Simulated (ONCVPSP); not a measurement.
**Cu, ONCV: a sweep of the scale of all radii**

One potential is built and tested. Then the scale of all radii is changed, to learn what it costs or gains.

The numbers are computed with ONCVPSP 4.0.1 (PBE, scalar-relativistic, spin-unpolarised reference atom).

## Step 1: Settings

Typed settings, in words:

```
element                 : copper (Cu, Z = 29)
type                    : optimised norm-conserving Vanderbilt (ONCV)
frozen core             : [Ne]
valence charge          : 19
reference configuration : 3s2 3p6 3d10 4s0.5 (charge +0.5)
partial waves           : 3s+4s: rc 1.20 bohr, ncon 4, nbas 7, qcut 9.2 1/bohr, 2 projectors; 3p: rc 0.85 bohr, ncon 4, nbas 8, qcut 19.8 1/bohr, 1 projector; 3d: rc 1.30 bohr, ncon 3, nbas 7, qcut 14.1 1/bohr, 2 projectors, debl 2.1 Ha
local potential         : polynomial inside 0.70 bohr (lpopt 4, dvloc0 3 Ha)
core correction         : Teter function, fcfact 5.25, rcfact 1.7
```

An earlier all-electron run gives the scale for the radii.

All-electron outer shells of the reference configuration (PBE, scalar-relativistic, ld1.x):

```
shell  level (eV)  outermost node (bohr)  outermost maximum (bohr)
   2p     -920.96                      –                      0.16
   3s     -118.78                   0.29                      0.61
   3p      -76.24                   0.26                      0.62
   3d       -9.13                      –                      0.60
   4s       -8.10                   0.89                      2.19
   4p       -3.42                   0.97                      3.10
```

## Step 2: Generation of the first potential

The input, Cu.dat:

```
# ATOM AND REFERENCE CONFIGURATION
# atsym  z   nc   nv     iexc    psfile
  Cu 29.00    3    4        4      upf
#
#   n    l    f
    1    0    2.00
    2    0    2.00
    2    1    6.00
    3    0    2.00
    3    1    6.00
    3    2   10.00
    4    0    0.50
#
# PSEUDOPOTENTIAL AND OPTIMIZATION
# lmax
    2
#
#   l,   rc,      ep,       ncon, nbas, qcut
    0    1.20    0.00    4    7    9.20
    1    0.85    0.00    4    8   19.80
    2    1.30    0.00    3    7   14.10
#
# LOCAL POTENTIAL
# lloc, lpopt,  rc(5),   dvloc0
    4    4    0.70    3.00
#
# VANDERBILT-KLEINMAN-BYLANDER PROJECTORs
# l, nproj, debl
    0    2    3.90
    1    1    3.50
    2    2    2.10
#
# MODEL CORE CHARGE
# icmod, fcfact, rcfact
    3    5.25    1.70
#
# LOG DERIVATIVE ANALYSIS
# epsh1, epsh2, depsh
   -6.00    5.00    0.04
#
# OUTPUT GRID
# rlmax, drl
    6.00    0.01
#
# TEST CONFIGURATIONS
# ncnf
    4
# nvcnf
#   n    l    f
    4
    3    0    2.00
    3    1    6.00
    3    2   10.00
    4    0    1.00
#
    4
    3    0    2.00
    3    1    6.00
    3    2   10.00
    4    0    0.00
#
    4
    3    0    2.00
    3    1    6.00
    3    2    9.00
    4    0    0.00
#
    4
    3    0    2.00
    3    1    6.00
    3    2    9.00
    4    0    2.00
#
```

Launch:

```bash
$ oncvpsp.x < Cu.dat > Cu.out
```

Output in Cu.out (without the consistency checks and plot data):

```text
ONCVPSP  (Optimized Norm-Conservinng Vanderbilt PSeudopotential)
scalar-relativistic version 4.0.1

#   n    l    f        energy (Ha)
    1    0    2.00    -3.2542464E+02
    2    0    2.00    -3.9191067E+01
    2    1    6.00    -3.3844494E+01
    3    0    2.00    -4.3652712E+00
    3    1    6.00    -2.8018009E+00
    3    2   10.00    -3.3555824E-01
    4    0    0.50    -2.9759291E-01

Reference configufation results
  iterations    36
  all-electron total energy (Ha)   -1.65473295D+03

Begin loop to  construct optimized pseudo wave functions
and semi-local pseudopoentials for all angular momenta

Calculating optimized projector #   1

 for l=   0

    Fraction of norm inside rc  0.947053
    Optimizing pswf for qcut=   9.21 a_B^-1,  ecut=  42.46 Ha
    Residual kinetic energy error=  2.82D-05 Ha

    Energy error per electron        Cutoff
         Ha          eV             Ha
         0.01000     0.27211       14.34
         0.00100     0.02721       31.37
         0.00010     0.00272       38.41
         0.00001     0.00027       75.32

Calculating optimized projector #   2

 for l=   0

    Fraction of norm inside rc  0.035806
    Optimizing pswf for qcut=   9.21 a_B^-1,  ecut=  42.46 Ha
    Residual kinetic energy error=  2.19D-05 Ha

    Energy error per electron        Cutoff
         Ha          eV             Ha
         0.01000     0.27211        9.05
         0.00100     0.02721       26.22
         0.00010     0.00272       36.80
         0.00001     0.00027       56.16

Calculating optimized projector #   1

 for l=   1

    Fraction of norm inside rc  0.683486
    Optimizing pswf for qcut=  19.78 a_B^-1,  ecut= 195.66 Ha
    Residual kinetic energy error=  2.00D-08 Ha

    Energy error per electron        Cutoff
         Ha          eV             Ha
         0.01000     0.27211       58.82
         0.00100     0.02721       95.63
         0.00010     0.00272      120.18
         0.00001     0.00027      140.16

   Wellstate for l =  2  n =  5
     eigenvalue =   1.7644
     asymptotic potential =   2.2644
     half-point radius =  3.6359

Calculating optimized projector #   1

 for l=   2

    Fraction of norm inside rc  0.754802
    Optimizing pswf for qcut=  14.09 a_B^-1,  ecut=  99.29 Ha
    Residual kinetic energy error=  1.15D-06 Ha

    Energy error per electron        Cutoff
         Ha          eV             Ha
         0.01000     0.27211       57.67
         0.00100     0.02721       69.07
         0.00010     0.00272       78.73
         0.00001     0.00027       86.77

Calculating optimized projector #   2

 for l=   2

    Fraction of norm inside rc  0.061284
    Optimizing pswf for qcut=  14.09 a_B^-1,  ecut=  99.29 Ha
    Residual kinetic energy error=  3.96D-08 Ha

    Energy error per electron        Cutoff
         Ha          eV             Ha
         0.01000     0.27211       51.44
         0.00100     0.02721       65.04
         0.00010     0.00272       75.72
         0.00001     0.00027       84.51

Construct Vanderbilt / Kleinmman-Bylander projectors

B matrix Hermiticity error, ll=   0
   1   2    4.5404E-04

  Orthonormal projector coefficients  1.2867E+01  3.1592E+00

B matrix Hermiticity error, ll=   2
   1   2   -2.0493E-04

  Orthonormal projector coefficients -8.8872E+00 -2.2613E+00

Model core correction analysis
  based on d2Exc/dn_idn_j

d2excae - all-electron derivatives

   -4.329577D-02   -4.005227D-02   -2.772794D-02   -1.825044D-03
   -4.005245D-02   -3.839134D-02   -2.740926D-02   -2.241321D-03
   -2.772829D-02   -2.740947D-02   -2.498039D-02   -8.510068D-03
   -1.824774D-03   -2.240702D-03   -8.508478D-03   -4.048504D-02

d2excps - pseudofunction derivatives with no core correction

   -5.495598D-02   -4.079158D-02   -2.862479D-02   -2.682531D-03
   -4.079348D-02   -3.926737D-02   -2.979144D-02   -2.320852D-03
   -2.862558D-02   -2.979161D-02   -2.615392D-02   -8.450148D-03
   -2.682645D-03   -2.320236D-03   -8.448557D-03   -4.053667D-02

rms 2nd derivative error    3.098926E-03

rmatch, rhocmatch    0.3584   68.4525

Teter function model core charge with specified parameters

d2excps - pseudofunction derivatives with core correction

   -3.489956D-02   -3.351860D-02   -2.548972D-02   -1.534660D-03
   -3.351855D-02   -3.429460D-02   -2.720042D-02   -1.926264D-03
   -2.548977D-02   -2.720052D-02   -2.472801D-02   -8.281603D-03
   -1.534366D-03   -1.925632D-03   -8.280011D-03   -4.047094D-02

rms 2nd derivative error    3.384742E-03

Pseudoatom total energy -194.933904

Diagnostic tests using Vanderbilt-Kleinman-Bylander pseudopotentials
  1 or more projectors used as specified by nproj input data

   l    rcore       rmatch      e in        delta e   norm test  slope test

   0   1.2000741   1.2365110  -4.3652712   0.0000078   1.0002379   1.0002210
   0   1.2000741   1.2365110  -0.2975929   0.0000063   1.0000497   1.0000401

   1   0.8533421   0.8792514  -2.8018009  -0.0000743   0.9999907   1.0000420

   2   1.3049077   1.3445275  -0.3355582  -0.0000052   1.0001227   1.0001277
   2   1.3049077   1.3445275   1.7644418   0.0000155   1.0002873   1.0002873

 Testing for bound ghosts
   n   l    E NL Schr. Eq   E Basis Diag.   E Cutoff

   1   0       -4.365263       -4.365254    131.98
   2   0       -0.297587       -0.111762    131.98

   2   1       -2.801875       -2.799464    305.13

   3   2       -0.335563       -0.330133    151.64

 Testing for highly-localized positive-energy ghosts
       l    <radius>/rc     E Basis Diag.   E Cutoff

Test configuration 0

   n   l     f        eae           eps        diff
   1   0  2.0000 -325.42463590
   2   0  2.0000  -39.19106666
   2   1  6.0000  -33.84449351
   3   0  2.0000   -4.36527124   -4.36526346    7.78D-06
   3   1  6.0000   -2.80180085   -2.80187515   -7.43D-05
   3   2 10.0000   -0.33555824   -0.33556342   -5.18D-06
   4   0  0.5000   -0.29759291   -0.29758659    6.33D-06

    Total energies and differences
      AE_ref= -1.65473295D+03  AE_tst= -1.65473295D+03  dif=  0.00D+00
      PS_ref= -1.94933904D+02  PS_tst= -1.94933904D+02  dif=  8.53D-13
      PSP excitation error= -8.53D-13

Test configuration 1

   n   l     f        eae           eps        diff
   1   0  2.0000 -325.27451999
   2   0  2.0000  -39.04522397
   2   1  6.0000  -33.69828223
   3   0  2.0000   -4.21529237   -4.21540353   -1.11D-04
   3   1  6.0000   -2.65123870   -2.65152755   -2.89D-04
   3   2 10.0000   -0.18516466   -0.18513792    2.67D-05
   4   0  1.0000   -0.16941097   -0.16946423   -5.33D-05

    Total energies and differences
      AE_ref= -1.65473295D+03  AE_tst= -1.65484922D+03  dif= -1.16D-01
      PS_ref= -1.94933904D+02  PS_tst= -1.95050143D+02  dif= -1.16D-01
      PSP excitation error= -3.63D-05

Test configuration 2

   n   l     f        eae           eps        diff
   1   0  2.0000 -325.59186900
   2   0  2.0000  -39.35290449
   2   1  6.0000  -34.00678728
   3   0  2.0000   -4.53200588   -4.53188997    1.16D-04
   3   1  6.0000   -2.96913099   -2.96895877    1.72D-04
   3   2 10.0000   -0.50194273   -0.50199307   -5.03D-05

    Total energies and differences
      AE_ref= -1.65473295D+03  AE_tst= -1.65454971D+03  dif=  1.83D-01
      PS_ref= -1.94933904D+02  PS_tst= -1.94750680D+02  dif=  1.83D-01
      PSP excitation error=  1.42D-05

Test configuration 3

   n   l     f        eae           eps        diff
   1   0  2.0000 -326.21755518
   2   0  2.0000  -39.99094519
   2   1  6.0000  -34.64342349
   3   0  2.0000   -5.15541721   -5.15549928   -8.21D-05
   3   1  6.0000   -3.58743895   -3.58762036   -1.81D-04
   3   2  9.0000   -1.08881248   -1.08845127    3.61D-04

    Total energies and differences
      AE_ref= -1.65473295D+03  AE_tst= -1.65376575D+03  dif=  9.67D-01
      PS_ref= -1.94933904D+02  PS_tst= -1.93966719D+02  dif=  9.67D-01
      PSP excitation error=  8.51D-06

Test configuration 4

   n   l     f        eae           eps        diff
   1   0  2.0000 -325.46576020
   2   0  2.0000  -39.25781283
   2   1  6.0000  -33.90875409
   3   0  2.0000   -4.40982368   -4.40940658    4.17D-04
   3   1  6.0000   -2.84098750   -2.84141534   -4.28D-04
   3   2  9.0000   -0.34980146   -0.34891278    8.89D-04
   4   0  2.0000   -0.21359831   -0.21378842   -1.90D-04

    Total energies and differences
      AE_ref= -1.65473295D+03  AE_tst= -1.65477676D+03  dif= -4.38D-02
      PS_ref= -1.94933904D+02  PS_tst= -1.94978213D+02  dif= -4.43D-02
      PSP excitation error=  5.01D-04
```

It took 3.8 s on 1 thread, shared host.

Partial waves on a coarse radial grid (AE all-electron, PS pseudo):

```
r (bohr)    3s AE   3s PS
   0.065   0.0357  0.1940
   0.130  -0.6281  0.3837
   0.195  -0.6314  0.5644
   0.260  -0.2211  0.7311
   0.325   0.2912  0.8788
   0.390   0.7358  1.0022
   0.455   1.0527  1.0972
   0.520   1.2392  1.1607
   0.585   1.3163  1.1909
   0.650   1.3132  1.1886
   0.715   1.2566  1.1564
   0.780   1.1674  1.0985
   0.845   1.0615  1.0208
   0.910   0.9497  0.9294
   0.975   0.8392  0.8311
   1.040   0.7344  0.7321
   1.105   0.6377  0.6373
   1.170   0.5503  0.5502
   1.235   0.4725  0.4724
   1.300   0.4040  0.4039
   1.365   0.3442  0.3441
   1.430   0.2923  0.2922
   1.495   0.2477  0.2476
   1.560   0.2094  0.2094
   1.625   0.1767  0.1766
   1.690   0.1488  0.1488
```

Densities times 4π (e/bohr³); a dash where the program caps the true core:

```
r (bohr)  pseudo valence  true core  model core
   0.065           19.53          –       346.6
   0.195           33.05          –       259.1
   0.325            60.6        122       142.3
   0.455           77.74      12.44       55.13
   0.585           67.68      1.171       13.79
   0.715           44.43     0.1077       1.807
   0.845           25.08   0.009892     0.05341
   0.975           13.63  0.0009205    0.005898
   1.105           7.599  8.732e-05    0.003049
   1.235           4.422  8.347e-06   2.856e-05
   1.365           2.681  8.476e-07   0.0003066
   1.495            1.69      1e-07   9.969e-06
   1.625           1.106          0   3.396e-05
```

## Step 3: The configuration tests of the same run

Energies count from the reference configuration 3s2 3p6 3d10 4s0.5; the error is all-electron less pseudo.

```tsv
valence configuration	charge	ΔE all-electron (eV)	error AE − PS (meV)
3s2 3p6 3d10 4s1	0	-3.164	-1.0
3s2 3p6 3d10 4s0	+1	4.986	+0.4
3s2 3p6 3d9 4s0	+2	26.319	+0.2
3s2 3p6 3d9 4s2	0	-1.192	+14
```

## Step 4: Does it scatter like the atom?

Taken from the files of the generation run. The phase is arctan(r·R′/R) of the radial function R, unwrapped, with energies in Ha. A pole is an energy at which the radial function vanishes at the test radius. The pseudo phase is shifted by a multiple of π to meet the all-electron one at the reference energy. Levels narrower than the energy grid can be missing from the poles. The last column is the largest difference on the grid between −0.5 and +0.5 Ha.

| channel | radius (bohr) | reference (Ha) | poles AE | poles PS | window around the reference with phases within 0.05 rad (Ha) | largest difference near zero (rad) |
| --- | --- | --- | --- | --- | --- | --- |
| s | 1.21 | -0.30 | -3.66 | -3.66 | the whole range | 0.000 |
| p | 0.86 | -2.80 | 1.78 | 1.72 | the whole range | 0.002 |
| d | 1.32 | -0.34 | 0.47 | 0.47 | the whole range | 0.000 |

Phases (rad) along the scan:

```
E (Ha)    p AE    p PS    s AE    s PS
 -5.96   0.187   0.181   0.823   0.823
 -5.40  -0.105  -0.110   0.264   0.264
 -4.84  -0.411  -0.414  -0.851  -0.851
 -4.28  -0.682  -0.683  -1.364  -1.364
 -3.72  -0.895  -0.895  -1.558  -1.558
 -3.16  -1.054  -1.054  -1.663  -1.663
 -2.60  -1.173  -1.173  -1.736  -1.736
 -2.04  -1.264  -1.264  -1.798  -1.798
 -1.48  -1.336  -1.336  -1.859  -1.859
 -0.92  -1.393  -1.394  -1.926  -1.926
 -0.36  -1.441  -1.442  -2.006  -2.006
  0.20  -1.481  -1.482  -2.110  -2.110
  0.76  -1.516  -1.518  -2.258  -2.258
  1.32  -1.547  -1.550  -2.478  -2.479
  1.88  -1.576  -1.579  -2.813  -2.814
  2.44  -1.602  -1.606  -3.252  -3.255
  3.00  -1.627  -1.632  -3.671  -3.674
  3.56  -1.651  -1.657  -3.970  -3.973
  4.12  -1.674  -1.682  -4.163  -4.167
  4.68  -1.698  -1.707  -4.292  -4.295
```

## Step 5: Convergence and ghost test

Read off the output, the cutoffs (Ha) at which the residual kinetic energy of the hardest occupied pseudo-wave falls to 1 and 0.1 mHa per electron: 96 Ha and 120 Ha.

The program's own ghost test: no bound ghost flagged; no localised positive-energy state flagged.

Cutoff (Ha) at which the first wave of each channel reaches a given error (Ha per electron):

```
  error     s      p     d
1.0e-02  14.3   58.8  57.7
3.2e-03  26.3   80.4  63.5
1.0e-03  31.4   95.6  69.1
3.2e-04  35.2  108.9  73.8
1.0e-04  38.4  120.2  78.7
3.2e-05  42.7  130.6  82.7
1.0e-05  75.3  140.2  86.8
```

(Part 1 of 2 ends here.)
